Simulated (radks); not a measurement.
**Ba⁴⁺ in [Kr] 4d10 5s2 5p4: an all-electron calculation**

What are the levels of the barium ion Ba4+, how large are its shells, and how does its energy divide?

Method: scalar-relativistic Kohn-Sham, exchange-only B88, spin-polarised, spherical densities, point nucleus; open shells are filled with parallel spins first. Code: radks (a radial shooting solver on a logarithmic mesh, Libxc functionals) version 1.

## Step 1: The atom as given

```
element       : barium (Z = 56)
charge        : +4
electrons     : 52
configuration : [Kr] 4d10 5s2 5p4
```

Outer shells as boxes (Hund's rule):

Ba⁴⁺
```
[Kr] core
4d [↑↓][↑↓][↑↓][↑↓][↑↓]
5s [↑↓]
5p [↑↓][↑ ][↑ ]
```

## Step 2: Self-consistent calculation

Input:

```text
Z 56
configuration [Kr] 4d10 5s2 5p4
relativity scalar-relativistic
functional b88,
spin polarised
nucleus point
c 137.035999084
```

Started as:

```console
$ python run_ks.py task.json out
```

All runs below come from this command, one after another.

Q: Predict the outcome of this run.

As calculated:

| quantity | value |
| --- | --- |
| total energy | -8129.9424 hartree |
| exchange-correlation share of it | 2.39 % |
| −T/E | 1.0561 |
| highest occupied level | 5p down, -51.550 eV |
| most extended occupied level | 5p down, <r> = 1.79 bohr |
| radius at density 0.001 e/bohr³ | 3.40 bohr |
| maxima of the radial density | 4 |
| ionisation energy, NIST | 58 (theory) eV |

**Reading.** The radial density shows 4 maxima for 5 occupied principal shells; where shells overlap, one shows as a shoulder or not at all. Relativity lifts −T/E to 1.056. Minus the highest eigenvalue, 51.550 eV, is 89 % of the tabulated ionisation energy (58 eV); the potential of a semilocal functional falls off too fast, so its top eigenvalue is too shallow. Open shells are spherical and high-spin; term and fine-structure splittings are not resolved. Spin-orbit splitting is averaged out at the scalar-relativistic level.
